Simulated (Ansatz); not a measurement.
# H10O3Si4: the cost of one run

Program: Ansatz 0.2.0. Level of theory: DFT B3LYP, Gaussian basis def2-tzvp. These are calculated values, not measurements.

### 1 The structure to begin with

Bond lengths (14 of 16 bonds, heavy atoms first): Si1–O3 1.641 Å, O3–Si4 1.656 Å, Si1–O8 1.636 Å, O8–Si9 1.658 Å, Si1–O13 1.635 Å, O13–Si14 1.656 Å, Si1–H2 1.480 Å, Si4–H5 1.495 Å, Si4–H6 1.492 Å, Si4–H7 1.495 Å, Si9–H10 1.495 Å, Si9–H11 1.495 Å, Si9–H12 1.492 Å, Si14–H15 1.495 Å. Angles (14 of 27 angles, heavy atoms first): O3–Si1–O8 108.4°, O3–Si1–O13 110.7°, O8–Si1–O13 110.1°, Si1–O3–Si4 144.7°, Si1–O8–Si9 143.2°, Si1–O13–Si14 146.6°, H2–Si1–O3 110.2°, H2–Si1–O8 109.7°, H2–Si1–O13 107.8°, O3–Si4–H5 110.3°, O3–Si4–H6 107.6°, O3–Si4–H7 110.3°, O8–Si9–H10 110.5°, O8–Si9–H11 110.4°.

Coordinates:

```xyz
17

Si    0.0034    0.0914   -0.0761
H     0.6705    1.0620    0.8201
O     1.1098   -0.6397   -1.0421
Si    1.3263   -1.7553   -2.2472
H     0.6396   -1.3069   -3.4968
H     2.7927   -1.8746   -2.4935
H     0.7758   -3.0820   -1.8315
O    -1.0766    0.8707   -1.0266
Si   -2.1927    0.6417   -2.2306
H    -1.5678   -0.0482   -3.4001
H    -3.3382   -0.1778   -1.7296
H    -2.6843    1.9879   -2.6444
O    -0.7621   -1.0094    0.8603
Si   -1.7050   -2.3701    0.9041
H    -2.6462   -2.3940   -0.2568
H    -0.8375   -3.5866    0.8627
H    -2.4773   -2.3518    2.1806
```

### 2 Relaxing the atoms: H10O3Si4

File input.yaml:

```yaml
relax:
  f_tol: 0.001
  max_steps: 200
crystal:
  periodic: [false, false, false]
  atoms:
    - { symbol: Si, position_ang: [0.00341, 0.09138, -0.07608] }
    - { symbol: H, position_ang: [0.67049, 1.06204, 0.82014] }
    - { symbol: O, position_ang: [1.10982, -0.63972, -1.04211] }
    - { symbol: Si, position_ang: [1.32634, -1.75532, -2.24719] }
    - { symbol: H, position_ang: [0.63961, -1.30691, -3.49682] }
    - { symbol: H, position_ang: [2.79271, -1.87457, -2.49345] }
    - { symbol: H, position_ang: [0.77577, -3.08202, -1.83148] }
    - { symbol: O, position_ang: [-1.0766, 0.8707, -1.0266] }
    - { symbol: Si, position_ang: [-2.1927, 0.64166, -2.23057] }
    - { symbol: H, position_ang: [-1.56778, -0.04817, -3.40008] }
    - { symbol: H, position_ang: [-3.33825, -0.1778, -1.72959] }
    - { symbol: H, position_ang: [-2.68429, 1.98791, -2.64441] }
    - { symbol: O, position_ang: [-0.76211, -1.00944, 0.86027] }
    - { symbol: Si, position_ang: [-1.70499, -2.37009, 0.90412] }
    - { symbol: H, position_ang: [-2.64615, -2.39397, -0.25681] }
    - { symbol: H, position_ang: [-0.83747, -3.58659, 0.8627] }
    - { symbol: H, position_ang: [-2.47734, -2.35177, 2.18058] }
basis:
  gaussian: { orbitals: def2-tzvp }
hamiltonian:
  xc: { name: B3LYP }
```

On the command line:

```sh
$ ansatz run input.yaml --threads 8 --pin off --max-ram 8192MiB --backend cpu --events-out ev --progress --plain --runs-dir out
```

Q: Estimate wall time and peak memory on 8 threads of Arm Neoverse N1, shared host.

About 16 min, with a peak of 1.3 GiB.
